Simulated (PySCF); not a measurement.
# InSi2H7 (SMILES [SiH3][SiH2][InH2]) at 6 levels

Wanted: a comparison of 6 runs (B3LYP/def2-SVP, M06-2X/def2-SVP, M06-L/def2-SVP, PBE0/def2-SVP, SVWN5/def2-SVP, revPBE/def2-SVP) of InSi2H7. Input form: a Python script.

Program for the calculation: PySCF 2.14.0.

### 1 Starting point

InSi2H7: 10 atoms, total charge 0, spin state singlet. As SMILES, `[SiH3][SiH2][InH2]`. The shape is that of a PBE0-D4/def2-TZVP optimisation.

Bond lengths: Si1–Si2 2.339 Å, Si2–In3 2.571 Å, Si1–H4 1.488 Å, Si1–H5 1.489 Å, Si1–H6 1.489 Å, Si2–H7 1.491 Å, Si2–H8 1.492 Å, In3–H9 1.728 Å, In3–H10 1.728 Å. Some angles: Si1–Si2–In3 110.2°, Si1–Si2–H7 108.2°, Si1–Si2–H8 107.8°, In3–Si2–H7 111.9°, In3–Si2–H8 111.1°, Si2–Si1–H4 112.1°, Si2–Si1–H5 109.8°, Si2–Si1–H6 109.8°, Si2–In3–H9 121.0°, Si2–In3–H10 120.2°.

### 2 The energy at B3LYP/def2-SVP (core potential) (run 1)

Contents of run.py:

```python
# [SiH3][SiH2][InH2]
from pyscf import gto, dft

mol = gto.M(
    atom=[
    ('Si', (-1.450900, 0.732300, -0.821600)),
    ('Si', (0.023100, -0.982700, -0.222400)),
    ('In', (1.884800, -0.062700, 1.293100)),
    ('H', (-2.541100, 0.248700, -1.711500)),
    ('H', (-0.707700, 1.812100, -1.527500)),
    ('H', (-2.065700, 1.320500, 0.400500)),
    ('H', (-0.761300, -2.056900, 0.451800)),
    ('H', (0.588700, -1.557900, -1.477300)),
    ('H', (1.761400, -0.160900, 3.013900)),
    ('H', (3.268800, 0.707500, 0.601100)),
],
    max_memory=1860,
    basis='def2-svp',
    ecp={'In': 'def2-svp'},
    verbose=3,
    charge=0,
)

calc0 = dft.RKS(mol, xc='b3lyp')
calc0.grids.level = 5
calc0.conv_tol = 1e-10
calc0.kernel()
if not calc0.converged:
    calc0 = calc0.newton().run(calc0.mo_coeff, calc0.mo_occ)

energy = calc0.e_tot
print('Final energy', energy)
```

On the command line:

```bash
OMP_NUM_THREADS=1 python run.py
```

The log of the run:

```text
converged SCF energy = -773.216227967247
Final energy -773.2162279672473
```

Run time: 28 s. Hardware: 1 thread of Intel Xeon at 2.70GHz, shared host; peak memory 0.51 GiB.

### 3 A single-point energy at M06-2X/def2-SVP (core potential) (run 2)

Contents of run.py:

```python
from pyscf import gto, dft

mol = gto.Mole()
mol.atom = '''
Si    -1.450900     0.732300    -0.821600
Si     0.023100    -0.982700    -0.222400
In     1.884800    -0.062700     1.293100
H     -2.541100     0.248700    -1.711500
H     -0.707700     1.812100    -1.527500
H     -2.065700     1.320500     0.400500
H     -0.761300    -2.056900     0.451800
H      0.588700    -1.557900    -1.477300
H      1.761400    -0.160900     3.013900
H      3.268800     0.707500     0.601100
'''
mol.verbose = 4
mol.ecp = {'In': 'def2-svp'}
mol.spin = 0
mol.basis = 'def2-svp'
mol.max_memory = 1860
mol.build()

mf = dft.RKS(mol, xc='m06-2x')
mf.grids.level = 5
mf.conv_tol = 1e-10
mf.kernel()
if not mf.converged:
    mf = mf.newton().run(mf.mo_coeff, mf.mo_occ)

e_final = mf.e_tot
print('E(%s) = %.9f' % ('M06-2X', e_final))
```

On the command line:

```bash
OMP_NUM_THREADS=1 python run.py
```

The log of the run:

```text
PySCF version 2.14.0

[... 83 lines left out ...]
converged SCF energy = -772.977419810104
E(M06-2X) = -772.977419810
```

Run time: 42 s. Hardware: 1 thread of Intel Xeon at 2.70GHz, shared host; peak memory 0.56 GiB.

Runs 3 to 5 aren't shown in full; the table further down has their settings and results.

### 4 A single-point energy at revPBE/def2-SVP (core potential) (run 6)

Contents of run.py:

```python
# [SiH3][SiH2][InH2]
from pyscf import gto, dft

system = gto.Mole()
system.atom = [
    ('Si', (-1.450900, 0.732300, -0.821600)),
    ('Si', (0.023100, -0.982700, -0.222400)),
    ('In', (1.884800, -0.062700, 1.293100)),
    ('H', (-2.541100, 0.248700, -1.711500)),
    ('H', (-0.707700, 1.812100, -1.527500)),
    ('H', (-2.065700, 1.320500, 0.400500)),
    ('H', (-0.761300, -2.056900, 0.451800)),
    ('H', (0.588700, -1.557900, -1.477300)),
    ('H', (1.761400, -0.160900, 3.013900)),
    ('H', (3.268800, 0.707500, 0.601100)),
]
system.spin = 0
system.basis = 'def2-svp'
system.verbose = 4
system.ecp = {'In': 'def2-svp'}
system.max_memory = 1860
system.build()

ks = dft.RKS(system)
ks.xc = 'revpbe'
ks.grids.level = 5
ks.conv_tol = 1e-10
ks.kernel()
if not ks.converged:
    ks = ks.newton().run(ks.mo_coeff, ks.mo_occ)

energy = ks.e_tot
print('E(%s) = %.9f' % ('REVPBE', energy))
```

On the command line:

```bash
OMP_NUM_THREADS=1 python run.py
```

The log of the run:

```text
PySCF version 2.14.0

[... 86 lines left out ...]
converged SCF energy = -773.029749958119
E(REVPBE) = -773.029749958
```

Run time: 29 s. Hardware: 1 thread of Intel Xeon at 2.70GHz, shared host; peak memory 0.51 GiB.

### 5 Overview of the runs

| run | level | energy (Eh) | dipole moment (D) | HOMO energy (eV) | LUMO energy (eV) | wall time |
| --- | --- | --- | --- | --- | --- | --- |
| 1 | B3LYP/def2-SVP (core potential) | -773.216228 | 0.26 | -7.05 | -2.41 | 28 s |
| 2 | M06-2X/def2-SVP (core potential) | -772.977420 | 0.33 | -8.13 | -1.68 | 42 s |
| 3 | M06-L/def2-SVP (core potential) | -773.248016 | 0.39 | -6.40 | -2.53 | 42 s |
| 4 | PBE0/def2-SVP (core potential) | -772.851911 | 0.30 | -7.28 | -2.18 | 27 s |
| 5 | SVWN5/def2-SVP (core potential) | -770.401609 | 0.19 | -6.36 | -3.11 | 15 s |
| 6 | revPBE/def2-SVP (core potential) | -773.029750 | 0.25 | -6.23 | -2.77 | 29 s |

### 6 Summary of results

| quantity | value |
| --- | --- |
| run 6: total energy | -773.02975 Eh |
| run 6: dipole moment | 0.25 D |
| run 6: HOMO energy | -6.23 eV |
| run 6: LUMO energy | -2.77 eV |
| run 6: HOMO–LUMO gap | 3.46 eV |

**Reading.** The dipole moment (its size) runs from 0.19 D (SVWN5/def2-SVP) to 0.39 D (M06-L/def2-SVP). The HOMO–LUMO gap runs from 3.25 eV (SVWN5/def2-SVP) to 6.45 eV (M06-2X/def2-SVP). Totals of different functionals can't be ranked against each other. All runs together took 3 min, the longest 42 s.
